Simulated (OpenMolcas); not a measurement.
# HF/cc-pVTZ run of AlClF2 (SMILES [F][Al]([F])[Cl])

What is the vertical electron affinity of AlClF2 at HF/cc-pVTZ? 

The results are computed with OpenMolcas 26.06.

### 1 Starting point

The species is AlClF2 (4 atoms), meant as a singlet with charge 0. SMILES: `[F][Al]([F])[Cl]`. The shape comes from GFN2-xTB, which is rough for such elements, and wasn't checked as a minimum.

Bond lengths: F1–Al2 1.643 Å, Al2–F3 1.643 Å, Al2–Cl4 2.008 Å. Angles: F1–Al2–F3 112.9°, F1–Al2–Cl4 123.6°, F3–Al2–Cl4 123.5°.

### 2 The energy at HF/cc-pVTZ

File job.input:

```
* AlClF2 Hartree-Fock

&GATEWAY
  BasLib=$CurrDir
  Coord
  4
  angstrom
  F        1.006510       0.678460       1.147330
  Al       0.032630      -0.023990       0.025420
  F        0.300970      -1.637440      -0.133960
  Cl      -1.340120       0.982970      -1.038790
  Basis=cc-pVTZ
  Group=NoSym

&SEWARD

&SCF
  PrOrbitals=1 1
```

The basis set cc-pVTZ is read from a file made from the Basis Set Exchange's data (not shown).

Started as:

```sh
export MOLCAS_MEM=1860
pymolcas job.input > job.log
```

The program printed (excerpt; [...] marks lines left out):

```text
--- Start Module: gateway ---
[...]
--- Stop Module: gateway /rc=_RC_ALL_IS_WELL_ ---
--- Start Module: seward ---
[...]
      Basis functions          128
--- Stop Module: seward /rc=_RC_ALL_IS_WELL_ ---
[...]
--- Start Module: scf ---
[...]
       Convergence after  10 Iterations
[...]
::    Total SCF energy                               -900.6338173441
[...]
      Total spin, S                                     0.0000000000
[...]
      Total electronic charge=   48.000000
      Total            charge=   -0.000000
[...]
      Dipole Moment (debye):
      Origin of the operator (angstrom)=   -0.2115    0.1552   -0.1640
                   X= -8.4023E-01               Y=  6.1578E-01               Z= -6.5005E-01           Total=  1.2279E+00
      Quadrupole Moment (debye*angstrom):
[...]
--- Stop Module: scf /rc=_RC_ALL_IS_WELL_ ---
[...]
```

It took 18 s on 1 thread of Arm Neoverse V1, shared host; peak memory 0.88 GiB.

### 3 The doublet anion

File job.inp:

```
* AlClF2 Hartree-Fock
>>> EXPORT MOLCAS_PRINT=2

&gateway
 baslib=$CurrDir
 coord
 4
 angstrom
 F        1.006510       0.678460       1.147330
 Al       0.032630      -0.023990       0.025420
 F        0.300970      -1.637440      -0.133960
 Cl      -1.340120       0.982970      -1.038790
 basis=cc-pVTZ
 group=NoSym

&seward

&scf
 uhf
 charge=-1
 spin=2
 prorbitals=1 1
```

The basis set cc-pVTZ is read from a file made from the Basis Set Exchange's data (not shown).

Started as:

```sh
export MOLCAS_MEM=1860
pymolcas job.inp > job.log
```

The program printed (excerpt; [...] marks lines left out):

```text
--- Start Module: gateway ---
[...]
--- Stop Module: gateway /rc=_RC_ALL_IS_WELL_ ---
--- Start Module: seward ---
[...]
      Basis functions          128
--- Stop Module: seward /rc=_RC_ALL_IS_WELL_ ---
[...]
--- Start Module: scf ---
[...]
       Convergence after  24 Iterations
[...]
::    Total SCF energy                               -900.5847890033
[...]
      Total spin, S                                     0.5030372843
[...]
      Total electronic charge=   49.000000
      Total            charge=   -1.000000
[...]
      Dipole Moment (debye):
      Origin of the operator (angstrom)=   -0.2115    0.1552   -0.1640
                   X= -1.1150E+00               Y=  7.9333E-01               Z= -8.1990E-01           Total=  1.5953E+00
      Center of Charge (angstrom)
[...]
--- Stop Module: scf /rc=_RC_ALL_IS_WELL_ ---
[...]
```

It took 35 s on 1 thread of Arm Neoverse V1, shared host; peak memory 0.88 GiB.

### 4 Summary of results

Level: HF/cc-pVTZ.

| quantity | value |
| --- | --- |
| singlet AlClF2: total energy | -900.63382 Eh |
| singlet AlClF2: dipole moment | 1.23 D |
| singlet AlClF2: HOMO energy | -13.71 eV |
| singlet AlClF2: LUMO energy | 1.64 eV |
| singlet AlClF2: HOMO–LUMO gap | 15.34 eV |
| doublet anion: total energy | -900.58479 Eh |
| doublet anion: HOMO energy (highest over α and β) | 1.00 eV |
| doublet anion: LUMO energy (lowest over α and β) | 6.30 eV |
| doublet anion: ⟨S²⟩ | 0.756 |
| vertical electron affinity (to the doublet anion) | -1.334 eV |

The anion lies 1.33 eV (31 kcal/mol) above the neutral: the electron isn't bound at this level, and such a value depends on the basis. Without diffuse functions anions come out too high. Hartree–Fock misses the correlation that binds many anions. Mulliken charges (doublet anion) run from -0.45 on F3 to +0.17 on Al2. The HOMO (doublet anion) lies at positive energy, 1.00 eV: the electron is unbound at this level or held by a compact basis; values depend on the basis.
